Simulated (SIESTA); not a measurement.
Crystal: Sr2AlBiO6.

```xyz
10
Lattice="0.0000 4.0318 4.0318 4.0318 0.0000 4.0318 4.0318 4.0318 0.0000" Properties=species:S:1:pos:R:3 pbc="T T T"
Bi    4.0318    4.0318    4.0318
Sr    6.0477    6.0477    6.0477
Sr    2.0159    2.0159    2.0159
Al    0.0000    0.0000    0.0000
O     4.0318    4.0318    6.1392
O     4.0318    4.0318    1.9244
O     4.0318    6.1392    4.0318
O     4.0318    1.9244    4.0318
O     6.1392    4.0318    4.0318
O     1.9244    4.0318    4.0318
```

The cell comes from a database or a generator and needn't be the stable form of this composition.

- Program: SIESTA 5.4.2
- Task: single point
- Functional: PBEsol
- Potentials or basis: PseudoDojo 0.4 standard (PBEsol files)
- Basis: DZP (energy shift 0.003 Ry; two zetas on semicore shells; d shell added on Sr)
- Grid cutoff: 800 Ry
- Energy shift: 0.003 Ry
- k mesh: 6 × 6 × 6
- Occupations: fermi-dirac, width 0.05 eV
- Spin: no spin polarisation

On this cell: pressure -2.7 GPa; largest force 0.176 eV/Å; band gap on the k mesh none (metal or under the smearing width).

The same run follows on a disturbed copy (atoms moved at random, drawn with an rms of 0.05 Å):

```
Bi Sr Al O
1.0
     0.00000    4.03181    4.03181
     4.03181    0.00000    4.03181
     4.03181    4.03181    0.00000
Bi Sr Al O
1 2 1 6
Cartesian
  4.0196 4.0228 4.0341
  6.0405 6.0349 5.9918
  2.0063 2.0267 2.0315
  -0.0098 -0.0057 0.0179
  4.0766 4.0324 6.1712
  4.0379 4.0362 1.9407
  4.0708 6.1166 4.0034
  4.0425 1.8969 4.0422
  6.1098 4.0337 3.9922
  1.9016 4.0466 4.0013
```

Q: What changes?

A: The energy (extrapolated to zero smearing) moves by +5.1 meV/atom; pressure -2.6 GPa; largest force 0.689 eV/Å; band gap on the k mesh none (metal or under the smearing width).

Forces on the atoms (eV/Å):
```
Bi  -0.259 -0.277  0.450
Sr  -0.034 -0.021  0.277
Sr  -0.094 -0.083 -0.029
Al  -0.127 -0.140 -0.101
O   -0.113  0.003 -0.479
O   -0.119 -0.150 -0.580
O   -0.058  0.519  0.142
O   -0.171  0.303  0.058
O    0.680 -0.063  0.088
O    0.298 -0.095  0.173
```

Stress tensor (GPa, compression positive):
```
-2.39  0.30  0.15
 0.30 -2.59 -0.05
 0.15 -0.05 -2.78
```

Caveats: spin-orbit coupling is left out, which moves the levels of the heavy elements; the basis of atomic orbitals isn't converged, which shifts pressures, moduli and gaps.
